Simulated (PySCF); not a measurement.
**TlH3: other functionals and bases at one geometry**

An exercise on one series of results from a longer session: the logs are not shown, and one member is left open.

The runs use PySCF 2.14.0; several levels, as the steps say, no spin–orbit coupling.

3 further runs of the same task are left out: 1 for a known fault of the program, 1 that didn't finish, 1 set aside as unsound or not needed.

### The starting structure

4 atoms, charge 0, spin multiplicity 1.

Bond lengths: Tl1–H2 1.760 Å, Tl1–H3 1.760 Å, Tl1–H4 1.760 Å. Angles: H2–Tl1–H3 120.1°, H2–Tl1–H4 119.9°, H3–Tl1–H4 119.9°.

Geometry (Å):

```
Tl    0.4821    0.0000    0.0000
H    -0.3961    0.0000    1.5253
H    -0.3961    0.0000   -1.5253
H     2.2419    0.0000    0.0000
```

Formal oxidation states: Tl +3. An earlier session relaxed this geometry at TPSS, Tl def2-SVP with ECP60, H def2-SVP (singlet, point group D3h).

At TPSS on the finer grid: E = -174.191565 Eh, HOMO -7.02 eV, LUMO -2.40 eV, Mulliken charge on Tl1 +0.25 e, largest force component 0.011 eV/Å. 

Levels to run: CAM-B3LYP; BLYP; wB97X; revPBE; TPSS, TZVP; TPSS, x2c-SVP. Hardware: 2 threads of Arm Neoverse V2, shared host.

Set-up of the first run:

run.py (the lines that set the calculation) reads:

```python
mol = gto.M(atom='''
Tl     0.48213     0.00000     0.00000
H     -0.39612     0.00000     1.52535
H     -0.39612     0.00000    -1.52535
H      2.24193     0.00000     0.00000''',
    basis={'Tl': 'def2-SVP', 'H': 'def2-SVP'},
    ecp={'Tl': 'def2-SVP'},
    charge=0, spin=0)
mf = dft.RKS(mol, xc='CAMB3LYP')
mf.grids.atom_grid = (75, 302)
mf = mf.density_fit()  # fitting sets: Tl def2-universal-JKFIT, H def2-universal-JKFIT
mf.conv_tol = 1e-08; mf.max_cycle = 55
mf.kernel(dm0)  # dm0: the density of the relaxed state
```

Launch:

```bash
OMP_NUM_THREADS=2 python run.py
```

Steps of the session up to this table: CAM-B3LYP; BLYP; wB97X; revPBE; TPSS, TZVP; TPSS, x2c-SVP.

One table of the session follows, with a row left open; its other results are not shown here.

```
              level  HOMO (eV)  gap (eV)  charge on Tl1 (e)  largest force component (eV/Å)
TPSS (relaxed here)      -7.02      4.62               0.25                            0.01
          CAM-B3LYP      -9.30      8.27               0.22                            0.21
               BLYP      -6.74      4.19               0.21                            0.20
              wB97X     -10.28     10.28               0.26                            0.20
             revPBE          ?         ?                  ?                               ?
         TPSS, TZVP      -7.05      4.62               0.33                            0.11
      TPSS, x2c-SVP      -7.05      4.63               0.38                            0.08
```

Q: Estimate the row for revPBE from the others.

As computed: HOMO (eV): -6.81; gap (eV): 4.35; charge on Tl1 (e): 0.19; largest force component (eV/Å): 0.13. In the column «HOMO (eV)» it lies between TPSS (relaxed here) (-7.02) and BLYP (-6.74).

In one basis the HOMO–LUMO gap runs from 4.19 eV (BLYP) to 10.28 eV (wB97X). The largest leftover force, 0.21 eV/Å with CAM-B3LYP, stands at a geometry relaxed at another level. Total energies of different levels can't be compared.
